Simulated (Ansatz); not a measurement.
**C2H6OSW: small, medium and large basis sets**

An exercise on one series of results from a longer session: the logs are not shown, and one member is left open.

Method: one geometry, several basis sets; program: Ansatz 0.2.0, Gaussian basis.

Levels to be run: PBE0-D4/def2-SVP; ωB97M-V/def2-SVP; PBE0-D4/def2-QZVPP; ωB97M-V/def2-QZVPP; the functionals' def2-TZVPP values are taken from earlier runs.

**Structure used throughout**

All runs share one geometry, relaxed beforehand with PBE0-D4 in a triple-zeta def2 set. W takes the def2 core potential; no spin-orbit term is included.

SMILES `[CH3][W]([CH3])(=[O])=[S]`, 11 atoms, charge 0, spin multiplicity 1.

Atoms are counted from 1 here; the program's logs count them from 0.

Bond lengths: C1–W2 2.099 Å, C1–H6 1.095 Å, C1–H7 1.093 Å, C1–H8 1.097 Å, W2–C3 2.099 Å, W2–O4 1.694 Å, W2–S5 2.131 Å, C3–H9 1.095 Å, C3–H10 1.093 Å, C3–H11 1.097 Å. Angles: W2–C1–H6 109.5°, W2–C1–H7 112.5°, W2–C1–H8 108.6°, H6–C1–H7 108.3°, H6–C1–H8 109.7°, H7–C1–H8 108.2°, C1–W2–C3 112.5°, C1–W2–O4 107.6°, C1–W2–S5 109.0°, C3–W2–O4 107.6°, C3–W2–S5 109.0°, O4–W2–S5 111.3°, W2–C3–H9 109.5°, W2–C3–H10 112.5°, W2–C3–H11 108.6°, H9–C3–H10 108.3°, H9–C3–H11 109.7°, H10–C3–H11 108.2°.

Set-up of the first run:

in.yaml

```yaml
crystal:
  periodic: [false, false, false]
  atoms:
    - {symbol: C, position_ang: [-1.708006, 0.508132, 0.165614]}
    - {symbol: W, position_ang: [0.207573, 0.317115, -0.671972]}
    - {symbol: C, position_ang: [1.471227, -0.896375, 0.484859]}
    - {symbol: O, position_ang: [0.032683, -0.422701, -2.185910]}
    - {symbol: S, position_ang: [1.080351, 2.252270, -0.853086]}
    - {symbol: H, position_ang: [-1.630833, 0.980187, 1.150662]}
    - {symbol: H, position_ang: [-2.376712, 1.111471, -0.452994]}
    - {symbol: H, position_ang: [-2.145684, -0.492154, 0.269034]}
    - {symbol: H, position_ang: [1.600570, -0.448970, 1.475948]}
    - {symbol: H, position_ang: [2.458295, -1.022316, 0.033536]}
    - {symbol: H, position_ang: [1.010516, -1.886658, 0.584300]}
basis:
  gaussian: {orbitals: def2-SVP}
hamiltonian: {xc: pbe0, dispersion: d4}
output: {orbitals: {seedname: orbitals}}
```

Command:

```console
$ ansatz run in.yaml --threads 4 --pin off --events-out ev --progress --plain --max-ram 11315MiB
```

Steps of the session up to this table: PBE0-D4 in def2-SVP; ωB97M-V in def2-SVP; PBE0-D4 in def2-QZVPP; ωB97M-V in def2-QZVPP.

One table of the session follows, with a row left open; its other results are not shown here.

It belongs to the step «Density functionals: the series». 

| functional | basis | HOMO (eV) | LUMO (eV) |
| --- | --- | --- | --- |
| PBE0-D4 | def2-SVP | -7.55 | -2.73 |
| PBE0-D4 | def2-TZVPP | -7.55 | -2.73 |
| PBE0-D4 | def2-QZVPP | -7.56 | -2.74 |
| ωB97M-V | def2-SVP | -9.65 | -0.72 |
| ωB97M-V | def2-TZVPP | ? | ? |
| ωB97M-V | def2-QZVPP | -9.68 | -0.74 |

**Question.** Estimate the row for ωB97M-V, def2-TZVPP.

**Answer.** HOMO (eV): -9.67; LUMO (eV): -0.72. In the column «HOMO (eV)» it lies between ωB97M-V, def2-QZVPP (-9.68) and ωB97M-V, def2-SVP (-9.65).
